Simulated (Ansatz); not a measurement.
# TiC (Fm-3m): equation of state with a fit from a Python script

The task is an equation of state with a fit, for TiC (Fm-3m).

All numbers are computed with Ansatz 0.2.0, driven from Python. Level of theory: DFT PBEsol, plane waves, PAW.

## Step 1: Starting point

The structure is cubic, space group Fm-3m (No. 225). Conventional cell: a = 4.319 Å, b = 4.319 Å, c = 4.319 Å, α = 90.00°, β = 90.00°, γ = 90.00°. Ti (site symmetry m-3m) is surrounded by 6 C at 2.16 Å. C (site symmetry m-3m) has 6 Ti at 2.16 Å as nearest neighbours.

No structure file is read: the coordinates are typed or built in the script.

## Step 2: Script

Input file tic.py:

```python
from dataclasses import dataclass

import ansatz as az
import numpy as np
from pymatgen.analysis.eos import EOS


@dataclass
class Options:
    sigma: float = 0.1
    xc: str = "PBEsol"
    cutoff_ev: int = 510
    kgrid: tuple[int, ...] = (11, 11, 11)


cfg = Options()

vectors0 = np.array([
    [0.0, 2.1593, 2.1593],
    [2.1593, 0.0, 2.1593],
    [2.1593, 2.1593, 0.0],
])
sites = [
    ("Ti", (0.0, 0.0, 0.0)),
    ("C", (0.5, 0.5, 0.5)),
]


def make_crystal(cell):
    crystal = az.Crystal(lattice=az.Lattice.of(cell))
    for symbol, position in sites:
        crystal = crystal.atom(symbol, position)
    return crystal

volumes, energies = [], []
for scale in np.linspace(0.9, 1.1, 9):
    cell = vectors0 * scale ** (1 / 3)
    calculation = (
        make_crystal(cell).calculation()
        .pseudopotentials("paw")
        .occupations(az.OccupationsMethod.COLD, width=cfg.sigma)
        .functional(cfg.xc)
        .basis(cfg.cutoff_ev)
        .kpoints(*cfg.kgrid)
    )
    report = calculation.run(threads=1).report
    volumes.append(abs(np.linalg.det(cell)) / len(sites))
    energies.append(report["free_energy_ev"] / len(sites))
    print(f"V = {volumes[-1]:8.4f} A^3/atom  F = {energies[-1]:.5f} eV/atom")

for form in ["pourier_tarantola"]:
    fit = EOS(eos_name=form).fit(volumes, energies)
    print(f"{form:18s} V0 {fit.v0:8.4f} A^3/atom  B0 {fit.b0_GPa:7.1f} GPa  B1 {fit.b1:5.2f}")
```

## Step 3: What the engine is handed

The engine receives this input (first run):

```yaml
crystal:
  lattice:
    - [0.0, 2.084781228178936, 2.084781228178936]
    - [2.084781228178936, 0.0, 2.084781228178936]
    - [2.084781228178936, 2.084781228178936, 0.0]
  atoms:
    - { symbol: Ti, position: [0.0, 0.0, 0.0] }
    - { symbol: C, position: [0.5, 0.5, 0.5] }
basis:
  ecutwfc: 510.0
kpoints:
  mp_grid:
    grid: [11, 11, 11]
hamiltonian:
  xc: pbesol
  pseudopotentials:
    kind: paw
scf:
  occupations:
    method: cold
    width: 0.1
```

## Step 4: The run

The run is started by

```sh
$ python tic.py
```

**Question.** Where does the minimum lie against the volume typed, and how stiff is the crystal?

As calculated:

```
                      quantity           value
                 runs compared               9
               range of energy  97.19 meV/atom
lowest point, volume (Å³/atom)           9.816
      equilibrium volume (fit)    9.89 Å³/atom
            bulk modulus (fit)         268 GPa
```

A third-order Birch-Murnaghan fit through the 9 points (the script's own form may differ a little) has its minimum at 9.89 Å³ an atom, 1.7 % below the typed cell, with a bulk modulus of 268 GPa and dB/dP = 4.0. From that minimum the energy rises by 67.5 meV an atom on the compressed side and 97.7 meV on the expanded side. What to keep in mind:
- Absolute energies stand on the zero of these potentials, so only differences at equal settings mean something.
- The mesh is modest for a metal, so energies are good to some meV an atom at best, and derived values to several per cent.
- The structure is a deposited one; the phase is the one named, whichever is stable at ambient conditions.
